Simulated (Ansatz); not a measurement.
## Nudged elastic band run: InW8C8

input.yaml

```yaml
crystal:
  lattice:
    - [5.7877, 0.0, 0.0]
    - [-2.89385, 5.012295, 0.0]
    - [0.0, 0.0, 17.24485]
  atoms:
    - { symbol: W, position: [0.0, 0.0, 0.0579883] }
    - { symbol: C, position: [0.33311276, 0.16651059, 0.13319207] }
    - { symbol: W, position: [-0.00086832, -0.00061681, 0.22251689] }
    - { symbol: C, position: [0.33033133, 0.16498623, 0.28800341] }
    - { symbol: W, position: [0.0, 0.5, 0.0579883] }
    - { symbol: C, position: [0.33314373, 0.66653131, 0.13279853] }
    - { symbol: W, position: [-0.00167552, 0.49898163, 0.22055532] }
    - { symbol: C, position: [0.33247285, 0.66605598, 0.28313165] }
    - { symbol: W, position: [0.5, 0.0, 0.0579883] }
    - { symbol: C, position: [0.83312573, 0.16649859, 0.13319375] }
    - { symbol: W, position: [0.49954548, 0.00019422, 0.22055717] }
    - { symbol: C, position: [0.83356867, 0.16498949, 0.28800758] }
    - { symbol: W, position: [0.5, 0.5, 0.0579883] }
    - { symbol: C, position: [0.83312864, 0.6665412, 0.13319453] }
    - { symbol: W, position: [0.49954691, 0.49898867, 0.22055714] }
    - { symbol: C, position: [0.83356861, 0.66822054, 0.28800905] }
    - { symbol: In, position: [0.66586528, 0.33276094, 0.38327123] }
basis:
  ecutwfc: 420.0
kpoints:
  mp_grid: { grid: [5, 5, 1] }
hamiltonian:
  xc: lda
  pseudopotentials: { kind: paw, azcp: { folder: soft_1 } }
scf:
  occupations: { method: gaussian, width: 0.05 }
  lower_state_search: "off"
  max_iter: 100
neb:
  images: 3
  f_tol: 0.2
  max_iterations: 38
  order_check: false
  constraints: [{ sites: [0, 4, 8, 12] }]
  final_atoms:
    - { symbol: W, position: [0.0, 0.0, 0.0579883] }
    - { symbol: C, position: [0.33314374, 0.16653133, 0.13279853] }
    - { symbol: W, position: [-0.00167551, -0.00101835, 0.22055532] }
    - { symbol: C, position: [0.33247286, 0.166056, 0.28313165] }
    - { symbol: W, position: [0.0, 0.5, 0.0579883] }
    - { symbol: C, position: [0.33311277, 0.66651061, 0.13319207] }
    - { symbol: W, position: [-0.00086831, 0.49938321, 0.22251689] }
    - { symbol: C, position: [0.33033134, 0.66498625, 0.28800341] }
    - { symbol: W, position: [0.5, 0.0, 0.0579883] }
    - { symbol: C, position: [0.83312865, 0.16654122, 0.13319453] }
    - { symbol: W, position: [0.49954692, -0.00101131, 0.22055714] }
    - { symbol: C, position: [0.83356862, 0.16822056, 0.28800905] }
    - { symbol: W, position: [0.5, 0.5, 0.0579883] }
    - { symbol: C, position: [0.83312574, 0.66649861, 0.13319375] }
    - { symbol: W, position: [0.49954549, 0.50019424, 0.22055717] }
    - { symbol: C, position: [0.83356868, 0.66498951, 0.28800758] }
    - { symbol: In, position: [0.66586529, 0.83276096, 0.38327123] }
```

Run as:

```bash
$ ansatz run input.yaml --threads 4 --pin off --max-ram 10240MiB --backend cpu --events-out ev --progress --plain --runs-dir out
```

Output, in part (warnings, iteration lines):

```
NEB end point (image 0): max|allowed force component| = 2.015e-2 eV/Å (the criterion of neb.relax_end_points is 4.000e-2)
NEB end point (image 4): max|allowed force component| = 2.014e-2 eV/Å (the criterion of neb.relax_end_points is 4.000e-2)
NEB iter   1: max|band force component| = 5.947e0 eV/Å  barrier→ = 1.4953 eV  barrier← = 1.4953 eV  Δτ_max = 0.1996 Å  (68 SCF iters)
NEB iter   2: max|band force component| = 2.253e0 eV/Å  barrier→ = 0.7238 eV  barrier← = 0.7238 eV  Δτ_max = 0.1973 Å  (30 SCF iters)
NEB iter   3: max|band force component| = 7.836e-1 eV/Å  barrier→ = 0.4775 eV  barrier← = 0.4775 eV  Δτ_max = 0.2000 Å  (25 SCF iters)
NEB iter   4: max|band force component| = 3.806e-1 eV/Å  barrier→ = 0.3577 eV  barrier← = 0.3577 eV  CI = image 2  Δτ_max = 0.2000 Å  (24 SCF iters)
NEB iter   5: max|band force component| = 2.652e-1 eV/Å  barrier→ = 0.3102 eV  barrier← = 0.3102 eV  CI = image 2  Δτ_max = 0.0663 Å  (22 SCF iters)
NEB iter   6: max|band force component| = 2.129e-1 eV/Å  barrier→ = 0.3023 eV  barrier← = 0.3023 eV  CI = image 2  Δτ_max = 0.0333 Å  (21 SCF iters)
NEB iter   7: max|band force component| = 1.759e-1 eV/Å  barrier→ = 0.2992 eV  barrier← = 0.2992 eV  CI = image 2  Δτ_max = 0.0000 Å  (19 SCF iters)
```

The run converged. The threshold of 0.2 eV/Å is loose, so the images may lie well off the minimum-energy path. The order of the stationary point at the top wasn't checked. Limits of this set-up: coarse k mesh, thin slab, slab without dipole correction, odd electron count without spin, PAW files made for another functional.

Final band (atoms are numbered from 1 in the order of the input):

```
image  path coordinate (Å)  energy (eV)  C4–In17 (Å)  W7–In17 (Å)  W3–In17 (Å)
    0                 0.00        0.000         2.35         3.26         4.34
    1                 0.84        0.231         2.27         3.63         4.18
    2                 1.67        0.299         2.36         4.01         4.02
    3                 2.51        0.233         3.11         4.18         3.63
    4                 3.35        0.000         3.76         4.34         3.26
```

Run time: 13 min on 4 threads of Intel(R) Xeon(R) Processor @ 2.50GHz (Skylake/Cascade Lake) (shared host), peak memory 2.7 GiB.
